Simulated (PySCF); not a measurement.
# [Pb(NH2)]+: other functionals and bases at one geometry

An exercise on one series of results from a longer session: the logs are not shown, and one member is left open.

The runs use PySCF 2.14.0; several levels, as the steps say, no spin–orbit coupling.

3 further runs of the same task are left out: 2 for a known fault of the program, 1 that didn't finish.

## The system as given

4 atoms, charge 1, spin multiplicity 1.

Bond lengths: Pb1–N2 2.082 Å, N2–H3 1.022 Å, N2–H4 1.022 Å. Angles: Pb1–N2–H3 125.2°, Pb1–N2–H4 125.2°, H3–N2–H4 109.7°.

Geometry (Å):

```xyz
4
H2NPb
Pb    0.00000    0.00000   -0.04566
N     0.00000    0.00000    2.03655
H     0.83530    0.00000    2.62491
H    -0.83530    0.00000    2.62491
```

Formal oxidation states: Pb +2. An earlier session relaxed this geometry at PBE0, Pb def2-SVP with ECP60, N def2-SVP, H def2-SVP (singlet, point group C2v).

At PBE0 on the finer grid: E = -248.465953 Eh, HOMO -12.77 eV, LUMO -8.42 eV, Mulliken charge on Pb1 +1.10 e, largest force component 0.008 eV/Å. 

Levels to run: M06-L; HF; BLYP; r2SCAN; PBE0, TZVP; PBE0, x2c-SVP. Hardware: 2 threads of AMD EPYC 9R45 (Zen 5), shared host.

The first run:

The input, run.py (the lines that set the calculation):

```python
mol = gto.M(atom='''
Pb     0.00000     0.00000    -0.04566
N      0.00000     0.00000     2.03655
H      0.83530     0.00000     2.62491
H     -0.83530     0.00000     2.62491''',
    basis={'Pb': 'def2-SVP', 'N': 'def2-SVP', 'H': 'def2-SVP'},
    ecp={'Pb': 'def2-SVP'},
    charge=1, spin=0)
mf = dft.RKS(mol, xc='M06L')
mf.grids.atom_grid = (75, 302)
mf = mf.density_fit()  # fitting sets: Pb def2-universal-JKFIT, N def2-universal-JKFIT, H def2-universal-JKFIT
mf.conv_tol = 1e-08; mf.max_cycle = 55
mf.kernel(dm0)  # dm0: the density of the relaxed state
```

Launch:

```
$ OMP_NUM_THREADS=2 python run.py
```

Steps of the session up to this table: M06-L; HF; BLYP; r2SCAN; PBE0, TZVP; PBE0, x2c-SVP.

One table of the session follows, with a row left open; its other results are not shown here.

| level | HOMO (eV) | gap (eV) | charge on Pb1 (e) | dipole (D) | largest force component (eV/Å) |
| --- | --- | --- | --- | --- | --- |
| PBE0 (relaxed here) | -12.77 | 4.35 | 1.10 | 0.99 | 0.01 |
| M06-L | -11.58 | 2.85 | 1.15 | 0.77 | 0.49 |
| HF | -15.72 | 10.15 | 1.26 | 0.27 | 0.53 |
| BLYP | -11.51 | 2.31 | 1.01 | 1.41 | 0.86 |
| r2SCAN | ? | ? | ? | ? | ? |
| PBE0, TZVP | -12.81 | 4.37 | 1.16 | 0.77 | 0.57 |
| PBE0, x2c-SVP | -12.77 | 4.32 | 1.12 | 0.98 | 0.30 |

**Question.** Estimate the row for r2SCAN.

The run gave: HOMO (eV): -11.83; gap (eV): 2.88; charge on Pb1 (e): 1.08; dipole (D): 1.17; largest force component (eV/Å): 0.20. In the column «HOMO (eV)» it lies between PBE0, x2c-SVP (-12.77) and M06-L (-11.58).

The dipole of a charged species depends on the origin, so these sizes hold for this origin alone.

In one basis the HOMO–LUMO gap runs from 2.31 eV (BLYP) to 10.15 eV (HF). The largest leftover force, 0.86 eV/Å with BLYP, stands at a geometry relaxed at another level. Total energies of different levels can't be compared.
